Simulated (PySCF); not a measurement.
# Mg²⁺ under other conditions

How does Mg²⁺ answer to another spin, charge, distance or environment?

Method: method and basis as typed in the scripts; program: PySCF 2.14.0.

4 further runs of the same task are left out: 4 that didn't finish.

## 1. The atom

Mg²⁺: 1 atom, charge 2, spin multiplicity 1.

## 2. The run that the others are compared with

File input.py:

```python
from pyscf import gto, dft

mol = gto.M(
    atom='Mg 0 0 0',
    basis='pcseg-1',
    charge=2,
    spin=0,
    verbose=4,
)
mf = dft.RKS(mol, xc='lda,vwn')
mf.kernel()
mf.stability(internal=True, external=True)
mf.dip_moment()
print('orbital energies (hartree):', mf.mo_energy[..., max(0, mol.nelec[1]-3):mol.nelec[0]+3].round(4))
```

Command:

```sh
python input.py
```

Its log is not repeated here.

In short: E(SCF) = -198.274129 Eh, 5 cycles, internal stable; real -> complex stable; RHF/RKS -> UHF/UKS stable.

## 3. Electric field 0.2 a.u.

Variant 1 changes electric field: none → 0.2 a.u.

File input.py:

```python
from pyscf import gto, dft

mol = gto.M(
    atom='Mg 0 0 0',
    basis='pcseg-1',
    charge=2,
    spin=0,
    verbose=4,
)
mf = dft.RKS(mol, xc='lda,vwn')
field = 0.2  # electric field along z, atomic units
h = mf.get_hcore() + field*mol.intor('int1e_r')[2]
mf.get_hcore = lambda *args: h
e_nuc = mol.energy_nuc() - field*mol.atom_charges() @ mol.atom_coords()[:, 2]
mf.energy_nuc = lambda *args: e_nuc
mf.kernel()
mf.stability(internal=True, external=True)
mf.dip_moment()
print('orbital energies (hartree):', mf.mo_energy[..., max(0, mol.nelec[1]-3):mol.nelec[0]+3].round(4))
```

Command:

```sh
python input.py
```

## 4. PCM, ε = 4.71

Variant 2 changes solvent: none (gas phase) → PCM, ε = 4.71; step after the SCF: stability → analyze.

File input.py:

```python
from pyscf import gto, dft, solvent

mol = gto.M(
    atom='Mg 0 0 0',
    basis='pcseg-1',
    charge=2,
    spin=0,
    verbose=4,
)
mf = dft.RKS(mol, xc='lda,vwn')
mf = solvent.PCM(mf)
mf.with_solvent.eps = 4.71
mf.kernel()
mf.analyze()
print('orbital energies (hartree):', mf.mo_energy[..., max(0, mol.nelec[1]-3):mol.nelec[0]+3].round(4))
```

Before running it: what results should come out? Wanted: for each run, E(SCF); from base; gap; after the SCF.

The runs gave:

```csv
run,E(SCF) (hartree),from base (eV),cycles,gap (eV),after the SCF
base,-198.274129,0,5,49.65,stable
electric field 0.2 a.u. (poor choice),-198.275262,not comparable,5,42.95,stable
"PCM, ε = 4.71",-198.675699,-10.9273,5,49.51,n/a
```

What this shows: A continuum solvent with ε = 4.71 lowers the energy by 10.927 eV, a large gain because the system is charged. Rows marked «poor choice» come from settings spoiled on purpose.
